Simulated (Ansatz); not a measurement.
**CH5BCl2Sn: basis-set convergence**

Aim: see how fast density functionals converge with the basis set for CH5BCl2Sn.

The runs use Ansatz 0.2.0, Gaussian basis; one geometry, several basis sets.

Plan: PBE0-D4/def2-SVP; ωB97M-V/def2-SVP; PBE0-D4/def2-QZVPP; ωB97M-V/def2-QZVPP; the functionals' def2-TZVPP values are taken from earlier runs.

## 1. The relaxed structure

All runs share one geometry, relaxed beforehand with PBE0-D4 in a triple-zeta def2 set. Sn takes the def2 core potential; no spin-orbit term is included.

SMILES `B[CH2][SnH]([Cl])[Cl]`, 10 atoms, charge 0, spin multiplicity 1.

Atoms are counted from 1 here; the program's logs count them from 0.

Bond lengths: B1–C2 1.536 Å, B1–H6 1.195 Å, B1–H7 1.196 Å, C2–Sn3 2.151 Å, C2–H8 1.092 Å, C2–H9 1.092 Å, Sn3–Cl4 2.319 Å, Sn3–Cl5 2.324 Å, Sn3–H10 1.699 Å. Angles: C2–B1–H6 120.2°, C2–B1–H7 120.3°, H6–B1–H7 119.4°, B1–C2–Sn3 103.4°, B1–C2–H8 116.7°, B1–C2–H9 116.8°, Sn3–C2–H8 102.1°, Sn3–C2–H9 103.6°, H8–C2–H9 111.6°, C2–Sn3–Cl4 107.3°, C2–Sn3–Cl5 110.4°, C2–Sn3–H10 117.1°, Cl4–Sn3–Cl5 105.9°, Cl4–Sn3–H10 108.2°, Cl5–Sn3–H10 107.4°.

## 2. PBE0-D4 in def2-SVP

in.yaml reads:

```yaml
crystal:
  periodic: [false, false, false]
  atoms:
    - {symbol: B, position_ang: [-0.795151, 0.621353, 1.249489]}
    - {symbol: C, position_ang: [-0.244401, -0.711387, 0.719195]}
    - {symbol: Sn, position_ang: [0.797572, -0.143660, -1.075175]}
    - {symbol: Cl, position_ang: [-0.381131, -1.028219, -2.865730]}
    - {symbol: Cl, position_ang: [0.739697, 2.162752, -1.351763]}
    - {symbol: H, position_ang: [-1.855754, 1.026021, 0.875490]}
    - {symbol: H, position_ang: [-0.147254, 1.284216, 2.005262]}
    - {symbol: H, position_ang: [-0.974950, -1.429488, 0.341785]}
    - {symbol: H, position_ang: [0.525687, -1.200395, 1.319342]}
    - {symbol: H, position_ang: [2.418886, -0.632292, -1.214795]}
basis:
  gaussian: {orbitals: def2-SVP}
hamiltonian: {xc: pbe0, dispersion: d4}
output: {orbitals: {seedname: orbitals}}
```

After this run come: ωB97M-V in def2-SVP; PBE0-D4 in def2-QZVPP; ωB97M-V in def2-QZVPP.

**Question.** What will the summary of the whole plan be? Wanted: PBE0-D4: double and triple zeta above quadruple; ωB97M-V: double and triple zeta above quadruple.

**Answer**, as computed:

```
                                       quantity           value
PBE0-D4: double and triple zeta above quadruple  11.83, 0.91 eV
ωB97M-V: double and triple zeta above quadruple  11.86, 0.87 eV
```

For PBE0-D4 the step from double to triple zeta gains 10.92 eV and the next only 0.91 eV. These are total energies; as a rule much of such shifts cancels in differences, which this series doesn't test.
